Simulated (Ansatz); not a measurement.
Task: a short molecular-dynamics run of C2H3BrSi, SMILES BrC1=C[SiH2]1, with the Python package of Ansatz (0.2.0). Give the script and its output. Level of theory: Hartree-Fock, def2-SVP basis, multiplicity 1.

```xyz
7

Br   -1.4163   -2.2525    0.3800
C    -0.4371   -0.7964    0.1606
C     0.7348   -0.3432    0.3745
Si   -0.2281    0.8451   -0.4339
H     1.7098   -0.6245    0.7919
H    -0.5445    2.0018    0.4731
H     0.2426    1.1017   -1.7919
```

`c2h3brsi.py`
```python
"""A short Born-Oppenheimer trajectory of C2H3BrSi."""

import ansatz as az
import numpy as np

BASIS = "def2-SVP"
FUNCTIONAL = "hf"
N_STEPS = 30
TEMPERATURE_K = 300

molecule = (
    az.Crystal.molecule()
    .atom("Br", [-1.4163, -2.2525, 0.38])
    .atom("C", [-0.4371, -0.7964, 0.1606])
    .atom("C", [0.7348, -0.3432, 0.3745])
    .atom("Si", [-0.2281, 0.8451, -0.4339])
    .atom("H", [1.7098, -0.6245, 0.7919])
    .atom("H", [-0.5445, 2.0018, 0.4731])
    .atom("H", [0.2426, 1.1017, -1.7919])
)

setup = (
    molecule.calculation()
    .basis(gaussian=BASIS)
    .functional(FUNCTIONAL)
    .scf(lower_state_search="light")
    .md("nve", timestep=0.5, steps=N_STEPS, temperature=TEMPERATURE_K, initial_velocities="maxwell_boltzmann", seed=5)
)
frames = []
setup.session().plan().execute(on_event=lambda e: frames.append(e["data"]) if e["event"] == "md_step" else None)
print("t (fs)   E_pot (eV)      E_kin (eV)   T (K)   d(0-1) (A)")
for f in frames[::1]:
    xyz = np.array(f["positions_ang"])
    print(f"{f['time_fs']:6.2f} {f['lagrangian_ev']:14.5f} {f['e_kin_ev']:10.5f} {f['temperature_k']:8.1f} {np.linalg.norm(xyz[0] - xyz[1]):9.4f}")
kept = np.array([f["conserved_ev"] for f in frames])
print(f"conserved energy moves by at most {1000 * np.ptp(kept):.3f} meV")
symbols = [site.symbol for site in molecule.cartesian_sites]
with open("last_frame.xyz", "w") as handle:
    handle.write(f"{len(symbols)}\nt = {frames[-1]['time_fs']} fs\n")
    handle.writelines("{:2s} {:10.5f} {:10.5f} {:10.5f}\n".format(s, *xyz) for s, xyz in zip(symbols, frames[-1]["positions_ang"]))
```

```console
$ python c2h3brsi.py
t (fs)   E_pot (eV)      E_kin (eV)   T (K)   d(0-1) (A)
  0.00   -79954.09062    0.19389    300.0    1.7684
  0.50   -79954.07077    0.17421    269.5    1.7683
  1.00   -79954.05778    0.16135    249.7    1.7680
  1.50   -79954.05383    0.15749    243.7    1.7677
  2.00   -79954.06047    0.16419    254.0    1.7673
  2.50   -79954.07856    0.18228    282.0    1.7667
  3.00   -79954.10816    0.21183    327.8    1.7661
  3.50   -79954.14842    0.25197    389.9    1.7655
  4.00   -79954.19739    0.30074    465.3    1.7648
  4.50   -79954.25182    0.35487    549.1    1.7643
  5.00   -79954.30707    0.40978    634.0    1.7639
  5.50   -79954.35766    0.46003    711.8    1.7637
  6.00   -79954.39830    0.50044    774.3    1.7637
  6.50   -79954.42523    0.52729    815.9    1.7641
  7.00   -79954.43720    0.53936    834.5    1.7649
  7.50   -79954.43579    0.53821    832.8    1.7660
  8.00   -79954.42493    0.52767    816.5    1.7677
  8.50   -79954.40981    0.51289    793.6    1.7698
  9.00   -79954.39567    0.49900    772.1    1.7724
  9.50   -79954.38659    0.49007    758.3    1.7756
 10.00   -79954.38476    0.48822    755.4    1.7792
 10.50   -79954.39009    0.49342    763.5    1.7834
 11.00   -79954.40048    0.50359    779.2    1.7880
 11.50   -79954.41243    0.51529    797.3    1.7931
 12.00   -79954.42198    0.52462    811.7    1.7987
 12.50   -79954.42572    0.52823    817.3    1.8046
 13.00   -79954.42158    0.52407    810.9    1.8109
 13.50   -79954.40928    0.51186    792.0    1.8175
 14.00   -79954.39016    0.49290    762.6    1.8243
 14.50   -79954.36660    0.46949    726.4    1.8313
 15.00   -79954.34113    0.44415    687.2    1.8384
conserved energy moves by at most 1.665 meV
```

`last_frame.xyz`, as written:
```text
7
t = 15.0 fs
Br   -1.42151   -2.26903    0.38789
C    -0.44272   -0.73608    0.12013
C     0.82557   -0.43509    0.43221
Si   -0.21541    0.90464   -0.46186
H     1.54246   -1.00432    0.97079
H    -0.94564    2.05279    0.24715
H    -0.14395    1.45815   -1.79705
```

The settings weren't tested for convergence. The trajectory is only some femtoseconds long, so its temperature is not equilibrated; where the script doesn't relax first, it starts from a rough generated geometry. The temperature counts the internal degrees of freedom alone. Wall time of the script: 62 s on 1 thread of Arm Neoverse V2, on a shared host, peak memory 0.26 GiB.

(Lines on the test bed's own set-up are left out of the output.)
